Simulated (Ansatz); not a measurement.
# SrCdSiS4: the cost of one run

Computed with Ansatz 0.2.0 (DFT PBE, scalar-relativistic, plane waves, PAW, unless a step's input says otherwise).

### 1 The system as given

It takes space group Ama2 (No. 40, orthorhombic). The conventional cell has a = 10.471 Å, b = 10.290 Å, c = 6.425 Å, α = 90.00°, β = 90.00°, γ = 90.00°. Sr (site symmetry 2) has 8 S at 3.06 to 3.20 Å as nearest neighbours. Around Cd (site symmetry m) lie 4 S at 2.48 to 2.64 Å. Si (site symmetry m) has 4 S at 2.13 to 2.17 Å as nearest neighbours. S (site symmetry 1) has 1 Si at 2.15 Å and 1 Cd at 2.62 Å as nearest neighbours. S (site symmetry m) has 1 Si at 2.17 Å and 1 Cd at 2.48 Å and 2 Sr at 3.06 Å as nearest neighbours. S (site symmetry m) is surrounded by 1 Si at 2.13 Å and 1 Cd at 2.64 Å.

Structure file:

```
CELL_PARAMETERS angstrom
10.47123 0.00000 0.00000
0.00000 5.14478 3.21241
0.00000 -5.14478 3.21241
ATOMIC_POSITIONS crystal
Sr 0.00000 0.99835 0.99835
Sr 0.50000 0.99835 0.99835
Cd 0.75000 0.27683 0.60327
Cd 0.25000 0.60327 0.27683
Si 0.75000 0.70845 0.27048
Si 0.25000 0.27048 0.70845
S 0.41493 0.46192 0.91677
S 0.58507 0.91677 0.46192
S 0.08507 0.46192 0.91677
S 0.91493 0.91677 0.46192
S 0.75000 0.71197 0.91471
S 0.25000 0.91471 0.71197
S 0.75000 0.33057 0.19403
S 0.25000 0.19403 0.33057
```

This cell was relaxed beforehand with the same method: volume 24.72 Å³/atom, gap on the mesh 2.70 eV.

### 2 Optical spectrum

input.yaml

```yaml
crystal:
  lattice:
    - [10.4712346607, 0.0, 0.0]
    - [0.0, 5.1447776268, 3.2124113946]
    - [0.0, -5.1447776268, 3.2124113946]
  atoms:
    - { symbol: Sr, position: [0.0, -0.0016514624, -0.0016514624] }
    - { symbol: Sr, position: [0.5, -0.0016514624, -0.0016514624] }
    - { symbol: Cd, position: [0.75, 0.2768296755, 0.6032708337] }
    - { symbol: Cd, position: [0.25, 0.6032708337, 0.2768296755] }
    - { symbol: Si, position: [0.75, 0.7084507872, 0.2704848776] }
    - { symbol: Si, position: [0.25, 0.2704848776, 0.7084507872] }
    - { symbol: S, position: [0.4149286486, 0.4619182001, 0.9167731629] }
    - { symbol: S, position: [0.5850713514, 0.9167731629, 0.4619182001] }
    - { symbol: S, position: [0.0850713514, 0.4619182001, 0.9167731629] }
    - { symbol: S, position: [0.9149286486, 0.9167731629, 0.4619182001] }
    - { symbol: S, position: [0.75, 0.711973626, 0.9147096271] }
    - { symbol: S, position: [0.25, 0.9147096271, 0.711973626] }
    - { symbol: S, position: [0.75, 0.3305680735, 0.1940326984] }
    - { symbol: S, position: [0.25, 0.1940326984, 0.3305680735] }
basis:
  ecutwfc: 420
kpoints:
  mp_grid: { grid: [4, 4, 4] }
hamiltonian:
  xc: pbe
scf:
  occupations: { method: gaussian, width: 0.02 }
  n_extra_bands: 56
output:
  forces: false
  stress: false
  eigenvalues: true
  optics: { e_range: [0, 14], sigma: 0.1, nscf_kmesh: { grid: [6, 6, 6] } }
checkpoint:
  read: start.run
  write: ck
  compress: false
  write_wavefunctions: false
  write_every: 100000
```

On the command line:

```
> ansatz run input.yaml --threads 8 --pin off --max-ram 22528MiB --backend cpu --events-out ev --progress --plain --runs-dir out
```

Q: Estimate wall time and peak memory on 8 threads of Intel Xeon Platinum 8488C (Sapphire Rapids), shared host.

About 2.7 min, with a peak of 5.3 GiB.
